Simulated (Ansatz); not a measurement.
Working through vertical and adiabatic energies of changing the electron count of GaH2, SMILES [GaH2]

With the Ansatz DFT code, driven from Python.

Notebook, run cell by cell (the value of a cell's last expression is shown):

```python
import itertools

import ansatz as az
from ase import Atoms
from ase.data import atomic_numbers, covalent_radii
import numpy as np
```

```python
BASIS = "def2-SVP"
XC = "cam_b3lyp"
NET_CHARGE = 1

atoms = Atoms(["Ga", "H", "H"], positions=[
    [-0.1194, 0.0434, -0.069],
    [0.5453, 1.1685, 0.4281],
    [-0.4368, -1.2767, -0.3723],
])
mol = az.Crystal.molecule_from_ase(atoms)
```

```python
base = mol.calculation()
base = base.basis(gaussian=BASIS).functional(XC)
base = base.spin("collinear", total=1)
symbols = [site.symbol for site in mol.cartesian_sites]
start = np.array([site.position_ang for site in mol.cartesian_sites], dtype=float)
data = base.relax(force_tolerance=0.01).run().report
end = np.array(data["positions_ang"])
```

```python
minimum = az.Crystal.molecule()
for symbol, place in zip(symbols, end):
    minimum = minimum.atom(symbol, place.tolist())
ion = (
    minimum.calculation()
    .basis(gaussian=BASIS)
    .functional(XC)
    .charge(NET_CHARGE)
)
vertical = ion.run().report
settled = ion.relax(force_tolerance=0.01, max_steps=80).run().report
print(f"vertical ionisation energy   {vertical['free_energy_ev'] - data['free_energy_ev']:.3f} eV")
print(f"adiabatic, no zero point     {settled['free_energy_ev'] - data['free_energy_ev']:.3f} eV")
print(f"relaxation energy of the ion {vertical['free_energy_ev'] - settled['free_energy_ev']:.3f} eV")
ionised = np.array(settled["positions_ang"])
# pairs closer than 1.2 times the sum of covalent radii, before or after
radius = [covalent_radii[atomic_numbers[s]] for s in symbols]
span = lambda where, i, j: np.linalg.norm(where[i] - where[j])
bonded = [(i, j) for i, j in itertools.combinations(range(len(symbols)), 2) if min(span(end, i, j), span(ionised, i, j)) < 1.2 * (radius[i] + radius[j])]
print("pair        before    after (A)")
for i, j in bonded:
    print(f"{symbols[i]}{i}-{symbols[j]}{j}".ljust(10), f"{span(end, i, j):8.4f} {span(ionised, i, j):8.4f}")
for first, second in list(itertools.combinations(bonded, 2)):
    shared = set(first) & set(second)
    if shared and symbols[(j := shared.pop())] != "H":
        i, k = sorted((set(first) | set(second)) - {j})
        u, v = ionised[i] - ionised[j], ionised[k] - ionised[j]
        angle = np.degrees(np.arccos(np.clip(u @ v / np.linalg.norm(u) / np.linalg.norm(v), -1, 1)))
        print(f"final angle {symbols[i]}{i}-{symbols[j]}{j}-{symbols[k]}{k}: {angle:.2f} deg")
```

    vertical ionisation energy   8.122 eV
    adiabatic, no zero point     7.077 eV
    relaxation energy of the ion 1.045 eV
    pair        before    after (A)
    Ga0-H1       1.5911   1.5275
    Ga0-H2       1.5911   1.5275
    final angle H1-Ga0-H2: 180.00 deg

The energies are electronic: no zero-point or thermal terms, and the basis set is short of its limit. The product may relax into another structure. Each relaxation finds its nearest minimum, which needn't be the lowest. The run takes the species as open-shell (spin multiplicity 2), which needn't be its ground state. Only the spin states typed were run; another state of an ion can lie lower, by up to an eV or two. Wall time of the script: 15 s on 1 thread of Arm Neoverse V2, on a shared host, peak memory 0.18 GiB.
